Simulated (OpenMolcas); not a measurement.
# Pt²⁺ among point charges: CASSCF and CASPT2 levels and susceptibility

How does a field of 8 point charges split the states of Pt²⁺, and what χT follows?

Program: OpenMolcas 26.06. Level of theory: state-averaged CASSCF and CASPT2, spin-orbit coupling by RASSI with atomic mean-field integrals. These are calculated values, not measurements, unless marked.

## (1) The atom as given

* Species: Pt²⁺ (platinum, Z = 78, 76 electrons)
* Basis: ANO-RCC-VTZP [8s7p5d3f1g], 84 functions
* Scalar Hamiltonian: DKH2, point nucleus
* Inactive shells: 1s 2s 2p 3s 3p 3d 4s 4p 4d 4f 5s 5p
* Active space: 8 electrons in 5 orbitals (5d)
* Some configurations of this space: 5d⁸
* Orbitals: optimised for each spin and parity, averaged over all roots

The outer shells:

5d8
```
5d [↑↓][↑↓][↑↓][↑ ][↑ ]
```

The ion sits among 8 point charges of -0.96 e arranged as a cube (Oh), 1.89 Å from the ion.

Each step is its own input file, run in one work folder so that later steps find the files of earlier ones. Labels, J, g values, rates, χT and fits are worked out afterwards by a script from the matrices that RASSI stores. The input lists half of the charges; inversion (Group=XYZ) makes the rest.

## (2) One- and two-electron integrals

Contents of a.inp:

```
&GATEWAY
Coord
1

Pt 0.0 0.0 0.0
Basis=ANO-RCC-VTZP
Group=XYZ
NoMove
AngMom=0.0 0.0 0.0
AMFI
XField
4 Angstrom 0
1.091192 1.091192 1.091192 -0.960000
1.091192 1.091192 -1.091192 -0.960000
1.091192 -1.091192 1.091192 -0.960000
1.091192 -1.091192 -1.091192 -0.960000
&SEWARD
```

Command:

```
$ OMP_NUM_THREADS=1 MOLCAS_MEM=1689 MOLCAS_PROJECT=a pymolcas a.inp > a.log
```

## (3) Reference wave functions, triplets of even parity, 10 roots

Contents of a.inp:

```
&RASSCF
FileOrb=start.orb
Symmetry=1
Spin=3
nActEl=8 0 0
Inactive=15 19
Ras2=5 0
CIRoot=10 10 1
SDav=10
CIMx=300
Iter=120 100
PrWF=0.3
OrbListing=Nothing
MaxOrb=0
>>> COPY $Project.JobIph JOB001
```

start.orb holds the contracted functions of the basis, ordered by shell, or the orbitals of the step before.

## (4) CASSCF: singlets of even parity, 15 roots

Contents of a.inp:

```
&RASSCF
FileOrb=start.orb
Symmetry=1
Spin=1
nActEl=8 0 0
Inactive=15 19
Ras2=5 0
CIRoot=15 15 1
SDav=15
CIMx=300
Iter=120 100
PrWF=0.3
OrbListing=Nothing
MaxOrb=0
>>> COPY $Project.JobIph JOB002
```

## (5) RASSI: spin-orbit coupling between the states

Contents of a.inp:

```
&RASSI
NrOfJobIphs=2 10 15
1 2 3 4 5 6 7 8 9 10
1 2 3 4 5 6 7 8 9 10 11 12 13 14 15
IphNames
JOB001
JOB002
EJob
SpinOrbit
DIPRint=1.0
SOCoupling=1000.0
Subsets=2
Property=9
'ANGMOM' 1 'ANGMOM' 2 'ANGMOM' 3 'MLTPL  1' 1 'MLTPL  1' 2 'MLTPL  1' 3
'AMFI' 1 'AMFI' 2 'AMFI' 3
SOProperty=3
'ANGMOM' 1 'ANGMOM' 2 'ANGMOM' 3
```

## (6) CASPT2: IPEA 0.25, imaginary shift 0.1 (closed shells correlated: 5s 5p)

Contents of a.inp:

```
>>> COPY JOB001 $Project.JobIph
&CASPT2
Multistate=10 1 2 3 4 5 6 7 8 9 10
NoMult
Frozen=14 16
IPEA=0.25
Imaginary=0.1
MaxIter=60
WThr=0.0 0.3 0.05
PrWF=0.5
NoMix
>>> COPY JOB002 $Project.JobIph
&CASPT2
Multistate=15 1 2 3 4 5 6 7 8 9 10 11 12 13 14 15
NoMult
Frozen=14 16
IPEA=0.25
Imaginary=0.1
MaxIter=60
WThr=0.0 0.3 0.05
PrWF=0.5
NoMix
```

(Steps that only read results are left out.)

Before running it: what results should come out? Wanted: spin-free ground state; first state of the same spin within the active space; lowest level; next level.

**Answer**, as computed:

| quantity | value |
| --- | --- |
| method | SS-CASPT2, IPEA 0.25, imaginary shift 0.1 (closed shells correlated: 5s 5p) |
| spin-free ground state | 3T1, 3-fold in its orbital part |
| first state of the same spin within the active space | 3T2 at 7050 cm⁻¹ |
| lowest level | 1-fold A1 |
| next level | 1789.3 cm⁻¹ |
| χT at 300 K | 0.89 cm³ K/mol |
| effective moment at 300 K | 2.67 μB |

Cost by method:

```tsv
method	time of its own steps	time with the reference
A. CASSCF	6.2 s	6.2 s
B. SS-CASPT2, IPEA 0.25, imaginary shift 0.1, +5s 5p	4.7 s	11 s
```

Times are of one thread on a shared host.

What this shows: The spin-free ground state (3T1) comes to 97 % from free-ion F terms and keeps the highest spin of the shell. χT at 300 K is 0.89, against 1.00 cm³ K/mol for the spin alone, so spin-orbit coupling lowers it. A ligand-field fit to the states below 45000 cm-1 gives 10Dq = -7874 cm-1, B = 623 cm-1 and C = 3018 cm-1 (C/B = 4.85), with a deviation of 306 cm-1. CASPT2 does not keep the components of a term degenerate, and the means are used. The field of point charges can differ much from that of real complexes. This is an electrostatic model: the charges have no orbitals.
